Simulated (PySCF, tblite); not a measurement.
# CH9GeNOSi2, a small gas-phase stand-in for a defect centre: NMR shifts, core binding energies and electronic excitations, part 2 of 2

tblite 0.8.0 and PySCF 2.14.0. Atoms count from 0, parts from 1. The steps go on from the part before.

## 5. Core-electron binding energies: SCAN, X2C

What the job is given:

```
{"job": {"kind": "xps", "holes": 5}, "charge": 0, "multiplicity": 1}
Ge    -0.553377    -1.544911     1.155781
N     -0.539261    -0.518503    -0.434409
Si    -0.633899     1.235651    -0.493148
Si    -0.724988    -1.428462    -1.925213
O      0.449411    -0.561468     2.250840
C      1.387507     0.453781     2.049468
H      0.659604     1.879602    -0.882136
H     -1.662792     1.635267    -1.503861
H     -1.045968     1.752575     0.845351
H      0.483260    -1.307882    -2.799183
H     -0.895265    -2.868219    -1.551843
H     -1.912091    -0.970610    -2.710538
H      2.300903     0.228411     2.625577
H      1.676913     0.564036     0.988086
H      0.999091     1.425294     2.399975
```

Level: delta-SCF UKS SCAN, pcX-2 on the ionised atom, pcseg-1 elsewhere, spin-free X2C.

Log:

```text
ground state, core basis on atom 1 (N), 181 functions
  cycle   1  E = -2847.43004818  |g| = 8.30e-01
  cycle   2  E = -2846.34458100  |g| = 2.25e+00
  cycle   3  E = -2847.54523550  |g| = 3.81e-01
  cycle   4  E = -2847.56837375  |g| = 2.28e-01
  cycle   5  E = -2847.57990425  |g| = 3.11e-02
  cycle   6  E = -2847.58019411  |g| = 1.02e-02
  cycle   7  E = -2847.58022734  |g| = 2.08e-03
  cycle   8  E = -2847.58022795  |g| = 7.45e-04
  cycle   9  E = -2847.58023076  |g| = 1.67e-04
  E(ground) = -2847.78224659 Eh
hole in N 1s of atom 1
  cycle   1  E = -2832.00043626  |g| = 1.88e+00
  cycle   2  E = -2830.72660226  |g| = 2.40e+00
  cycle   3  E = -2832.57641749  |g| = 6.34e-01
  cycle   4  E = -2832.35003927  |g| = 9.42e-01
  cycle   5  E = -2832.74249007  |g| = 1.44e-01
  cycle   6  E = -2832.75211702  |g| = 3.20e-02
  cycle   7  E = -2832.75261334  |g| = 1.01e-02
  cycle   8  E = -2832.75265790  |g| = 3.42e-03
  cycle   9  E = -2832.75266336  |g| = 1.12e-03
  cycle  10  E = -2832.75266529  |g| = 3.85e-04
  E(ion) = -2832.95283236 Eh   <S^2> = 0.7702   hole on atom = 1.000   binding energy = 403.529 eV
ground state, core basis on atom 2 (Si), 192 functions
  cycle   1  E = -2847.65922549  |g| = 2.89e-01
  cycle   2  E = -2847.65889650  |g| = 6.28e-02
  cycle   3  E = -2847.65705639  |g| = 1.03e-01
  cycle   4  E = -2847.65942600  |g| = 2.39e-02
  cycle   5  E = -2847.65954901  |g| = 7.44e-03
  cycle   6  E = -2847.65955911  |g| = 1.18e-03
  cycle   7  E = -2847.65956015  |g| = 1.49e-04
  E(ground) = -2847.82298689 Eh
hole in Si 2p of atom 2
  cycle   1  E = -2843.38077254  |g| = 1.24e+00
  cycle   2  E = -2842.70621763  |g| = 1.41e+00
  cycle   3  E = -2843.54653644  |g| = 4.91e-01
  cycle   4  E = -2843.67837859  |g| = 2.67e-01
  cycle   5  E = -2843.69181359  |g| = 1.89e-01
  cycle   6  E = -2843.70906126  |g| = 2.57e-02
  cycle   7  E = -2843.70941469  |g| = 8.94e-03
  cycle   8  E = -2843.70943515  |g| = 6.23e-03
  cycle   9  E = -2843.70945444  |g| = 1.18e-03
  cycle  10  E = -2843.70945526  |g| = 3.15e-04
  E(ion) = -2843.88398363 Eh   <S^2> = 0.7518   hole on atom = 1.003   binding energy = 107.186 eV
  2p3/2 = 106.960 eV   2p1/2 = 107.584 eV
ground state, core basis on atom 3 (Si), 192 functions
  cycle   1  E = -2847.65970197  |g| = 2.89e-01
  cycle   2  E = -2847.65973678  |g| = 4.79e-02
  cycle   3  E = -2847.65929332  |g| = 5.65e-02
  cycle   4  E = -2847.65985502  |g| = 3.17e-02
  cycle   5  E = -2847.66007394  |g| = 3.04e-03
  cycle   6  E = -2847.66007334  |g| = 1.29e-03
  cycle   7  E = -2847.66007842  |g| = 1.67e-04
  E(ground) = -2847.82298427 Eh
hole in Si 2p of atom 3
  cycle   1  E = -2843.38103001  |g| = 1.23e+00
  cycle   2  E = -2841.64177128  |g| = 1.79e+00
  cycle   3  E = -2843.16800243  |g| = 1.00e+00
  cycle   4  E = -2843.67526504  |g| = 2.36e-01
  cycle   5  E = -2843.67988183  |g| = 2.44e-01
  cycle   6  E = -2843.70734218  |g| = 6.44e-02
  cycle   7  E = -2843.70927180  |g| = 2.28e-02
  cycle   8  E = -2843.70949228  |g| = 4.53e-03
  cycle   9  E = -2843.70949999  |g| = 1.60e-03
  cycle  10  E = -2843.70950341  |g| = 7.21e-04
  cycle  11  E = -2843.70950239  |g| = 1.73e-04
  E(ion) = -2843.88348499 Eh   <S^2> = 0.7520   hole on atom = 1.002   binding energy = 107.199 eV
  2p3/2 = 106.975 eV   2p1/2 = 107.598 eV
ground state, core basis on atom 4 (O), 181 functions
  cycle   1  E = -2847.59350161  |g| = 1.09e-01
  cycle   2  E = -2847.58962956  |g| = 1.54e-01
  cycle   3  E = -2847.59326923  |g| = 7.07e-02
  cycle   4  E = -2847.59420187  |g| = 1.46e-02
  cycle   5  E = -2847.59425831  |g| = 5.78e-03
  cycle   6  E = -2847.59426557  |g| = 4.43e-04
  E(ground) = -2847.79679202 Eh
hole in O 1s of atom 4
  cycle   1  E = -2826.98767362  |g| = 2.24e+00
  cycle   2  E = -2825.85667959  |g| = 2.50e+00
  cycle   3  E = -2827.62523142  |g| = 6.62e-01
  cycle   4  E = -2827.33496589  |g| = 9.31e-01
  cycle   5  E = -2827.82795762  |g| = 1.74e-01
  cycle   6  E = -2827.84326120  |g| = 5.28e-02
  cycle   7  E = -2827.84463698  |g| = 1.42e-02
  cycle   8  E = -2827.84472584  |g| = 2.75e-03
  cycle   9  E = -2827.84473212  |g| = 1.07e-03
  cycle  10  E = -2827.84473230  |g| = 3.66e-04
  E(ion) = -2828.04918151 Eh   <S^2> = 0.7637   hole on atom = 1.000   binding energy = 537.360 eV
ground state, core basis on atom 5 (C), 181 functions
  cycle   1  E = -2847.56186208  |g| = 1.10e-01
  cycle   2  E = -2847.55303330  |g| = 2.27e-01
  cycle   3  E = -2847.56342294  |g| = 2.65e-02
  cycle   4  E = -2847.56346699  |g| = 2.20e-02
  cycle   5  E = -2847.56358833  |g| = 2.28e-03
  cycle   6  E = -2847.56358782  |g| = 5.15e-04
  cycle   7  E = -2847.56358776  |g| = 9.02e-05
  E(ground) = -2847.76773825 Eh
hole in C 1s of atom 5
  cycle   1  E = -2836.27034918  |g| = 1.50e+00
  cycle   2  E = -2834.09561642  |g| = 2.42e+00
  cycle   3  E = -2836.22189500  |g| = 1.13e+00
  cycle   4  E = -2836.71245382  |g| = 5.51e-01
  cycle   5  E = -2836.82274490  |g| = 1.38e-01
  cycle   6  E = -2836.82872720  |g| = 6.65e-02
  cycle   7  E = -2836.83098479  |g| = 3.00e-02
  cycle   8  E = -2836.83141457  |g| = 8.15e-03
  cycle   9  E = -2836.83145487  |g| = 2.60e-03
  cycle  10  E = -2836.83146232  |g| = 1.26e-03
  cycle  11  E = -2836.83146455  |g| = 2.95e-04
  E(ion) = -2837.03535186 Eh   <S^2> = 0.7728   hole on atom = 1.000   binding energy = 292.043 eV
```

It took 34 s on 1 thread of AMD EPYC 9R45, shared host; peak memory 0.75 GiB.

The holes in one table. −ε is the ground-state orbital energy:

```csv
hole,stands for,environment,ΔSCF (eV; 2p as the shell's mean),−ε (eV),⟨S²⟩
N1s on N1,N1,"nitrogen bonded to Ge, 2 Si",403.53,385.8,0.770
Si2p on Si2,Si2,"silicon bonded to N, 3 H",107.17,96.5,0.752
Si2p on Si3,Si3,"silicon bonded to N, 3 H",107.18,96.5,0.752
O1s on O4,O4,"oxygen bonded to C, Ge",537.36,516.7,0.764
C1s on C5,C5,"carbon bonded to O, 3 H",292.04,275.0,0.773
```

With the spin-orbit splitting: Si2 2p3/2 106.96, 2p1/2 107.58 eV; Si3 2p3/2 106.97, 2p1/2 107.60 eV. The table gives each 2p level as the mean over the whole 2p shell (two parts 2p3/2, one part 2p1/2), which differs a little from the single hole in the log.

## 6. Ultraviolet spectrum: CAM-B3LYP/def2-SVPD

Same as in step 5 but for these lines:

```diff
@@ -1,2 +1,2 @@
-{"job": {"kind": "xps", "holes": 5}, "charge": 0, "multiplicity": 1}
+{"job": {"kind": "uv", "xc": "CAM-B3LYP", "basis": "def2-SVPD", "nstates": 6, "ntriplets": 2, "ip": true}, "charge": 0, "multiplicity": 1}
 Ge    -0.553377    -1.544911     1.155781
```

Method: TDDFT CAM-B3LYP/def2-SVPD, vertical, gas phase, core orbitals frozen in the response.

Log:

```text
coarse grid: 57968 points
cycle   1  E = -2828.8939191455  dE = -4.275e-01  |g| = 8.599e-01  |ddm| = 4.719e+00
cycle   2  E = -2828.6964495306  dE =  1.975e-01  |g| = 1.338e+00  |ddm| = 2.175e+00
cycle   3  E = -2829.0318593505  dE = -3.354e-01  |g| = 1.222e-01  |ddm| = 1.230e+00
cycle   4  E = -2829.0338842858  dE = -2.025e-03  |g| = 6.999e-02  |ddm| = 1.802e-01
cycle   5  E = -2829.0347606129  dE = -8.763e-04  |g| = 2.008e-02  |ddm| = 8.192e-02
cycle   6  E = -2829.0348513655  dE = -9.075e-05  |g| = 3.777e-03  |ddm| = 2.611e-02
cycle   7  E = -2829.0348546554  dE = -3.290e-06  |g| = 7.637e-04  |ddm| = 7.099e-03
final grid: 118648 points
cycle   8  E = -2829.0348942259  dE = -2.972e-07  |g| = 5.900e-04  |ddm| = 4.967e-03
cycle   9  E = -2829.0348942617  dE = -3.582e-08  |g| = 5.554e-04  |ddm| = 1.498e-03
cycle  10  E = -2829.0348942992  dE = -3.754e-08  |g| = 6.517e-05  |ddm| = 5.927e-04
cycle  11  E = -2829.0348943009  dE = -1.691e-09  |g| = 4.368e-05  |ddm| = 1.689e-04
cycle  12  E = -2829.0348943017  dE = -7.594e-10  |g| = 1.981e-05  |ddm| = 9.479e-05
converged SCF energy = -2829.0348943017

Static polarisability (au): isotropic 108.406, principal 90.562 111.821 122.833

Singlet excitations
state   eV       nm        f      main configurations
  1   4.6110    268.9   0.04569   H->L 0.97
  2   5.3068    233.6   0.02832   H-1->L 0.80, H-2->L 0.09
  3   5.5657    222.8   0.02997   H-2->L 0.71, H-1->L 0.13, H-3->L 0.11
  4   6.1943    200.2   0.03316   H-3->L 0.75, H-2->L 0.15
  5   6.4302    192.8   0.04980   H->L+1 0.68, H-1->L+1 0.22
  6   6.9940    177.3   0.04326   H->L+3 0.52, H->L+2 0.27

Triplet excitations (Tamm-Dancoff, eV): 3.2382 4.6260
Vertical ionisation energy (delta-SCF) = 9.2523 eV
Vertical electron affinity (delta-SCF) = 0.1806 eV
```

Run time: 3.2 min. Hardware: 1 thread of AMD EPYC 9R45, shared host; peak memory 1.3 GiB.

Frontier orbitals and where they lie:

```csv
orbital,eV,atoms
HOMO−3,-10.13,"O4 46 %, C5 15 %, Ge0 7 %"
HOMO−2,-9.83,"O4 55 %, C5 16 %, H12 9 %"
HOMO−1,-9.31,"N1 38 %, Ge0 22 %, Si2 8 %"
HOMO,-8.65,"Ge0 38 %, N1 28 %, O4 14 %"
LUMO,-0.81,"Ge0 62 %, O4 16 %, N1 11 %"
LUMO+1,0.78,"Si3 19 %, Si2 19 %, Ge0 16 %"
LUMO+2,1.11,"Si2 21 %, Si3 17 %, Ge0 16 %"
```

With each of the 6 states as a Gaussian band of 0.4 eV half-width at 1/e, the curve within the window shown has maxima at 267 nm (ε 1,900), 227 nm (ε 2,200), 195 nm (ε 3,300) L/(mol cm). Beyond the last state computed it falls off for lack of states. The curve at chosen wavelengths:

| nm | ε (L/mol/cm) |
| --- | --- |
| 170 | 1018 |
| 176 | 1927 |
| 181 | 2299 |
| 187 | 2745 |
| 192 | 3175 |
| 198 | 3119 |
| 203 | 2563 |
| 209 | 1929 |
| 214 | 1791 |
| 220 | 1992 |
| 226 | 2186 |
| 231 | 2142 |
| 237 | 1882 |
| 242 | 1647 |
| 248 | 1520 |
| 253 | 1580 |
| 259 | 1763 |
| 265 | 1904 |
| 270 | 1896 |
| 276 | 1714 |
| 281 | 1454 |
| 287 | 1094 |
| 292 | 807 |
| 298 | 522 |
| 303 | 344 |
| 309 | 197 |

Ground-state properties from the same run:

```csv
property,computed
dipole moment (D),0.67
polarisability (Å³),16.06
HOMO–LUMO gap (eV),7.84
−ε(HOMO) (eV),8.65
```

## 7. Results

This closing draws on all 2 parts.

| quantity | value |
| --- | --- |
| point group | C1 |
| rotational constants (main isotopes) | 1.90, 1.21, 0.83 GHz |
| 13C shifts against TMS (PBE0/pcSseg-1) | 57.7 ppm |
| 1H shifts against TMS (PBE0/pcSseg-1) | 5.04, 4.96, 4.92, 4.76, 4.72, 4.59, 4.32, 4.09, 4.05 ppm |
| 73Ge shifts against GeMe4 (PBE0/pcSseg-1) | 219 ppm |
| 15N shifts against NH3 (PBE0/pcSseg-1) | 111.3 ppm |
| 29Si shifts against TMS (PBE0/pcSseg-1) | -57.0, -57.7 ppm |
| 17O shifts against H2O (PBE0/pcSseg-1) | 203.7 ppm |
| Si2p binding energies, SCAN/pcX-2 | Si3 107.18, Si2 107.17 eV |
| N1s binding energies, SCAN/pcX-2 | N1 403.53 eV |
| O1s binding energies, SCAN/pcX-2 | O4 537.36 eV |
| C1s binding energies, SCAN/pcX-2 | C5 292.04 eV |
| lowest singlet (CAM-B3LYP/def2-SVPD) | 4.61 eV (269 nm), f = 0.046 |
| brightest single state of those computed | state 5, 6.43 eV, f = 0.050 |
| lowest triplet | 3.24 eV |
| vertical ionisation energy (ΔSCF) | 9.25 eV |
| vertical electron affinity (ΔSCF) | 0.18 eV |

What this shows: The start of the PBE0/def2-SVP relaxation was shaken at random by about 0.01 Å, so part of the energy gained, and of the first lengths quoted, undoes that. Over 10 steps the energy fell by 0.283 eV; of the close pairs, Si3–H9 changed most, 1.430 to 1.496 Å (PBE0/def2-SVP). No frequency check was run at this level, so the end point may be a saddle. Hydrogens of an XH3 group are listed apart at this fixed geometry; free rotation makes them one line at their mean. At PBE0/pcSseg-1: Shielding is most anisotropic at Ge0 (span 809 ppm, paramagnetic term -1643 ppm). At SCAN/pcX-2: the Si2p levels computed lie within 0.01 eV of one another, too close to rank. The lowest singlet, at 4.61 eV, is HOMO→LUMO 0.97 and is weak; of the 6 states computed, the strongest absorption comes from state 5 at 6.43 eV (the last state computed absorbs too, and its partners may lie past the list). The lowest triplet lies 1.37 eV below the lowest singlet (triplets in Tamm-Dancoff, singlets in full TDDFT). ΔSCF puts the ionisation energy at 9.25 eV, 0.60 eV above −ε(HOMO). Spin-orbit coupling is left out, which matters for shieldings and couplings at and beside the heavy atoms. A capped cluster stands for the solid here, so long-range fields and strain are missing, and bands or shifts of the capping hydrogens have no counterpart in it.
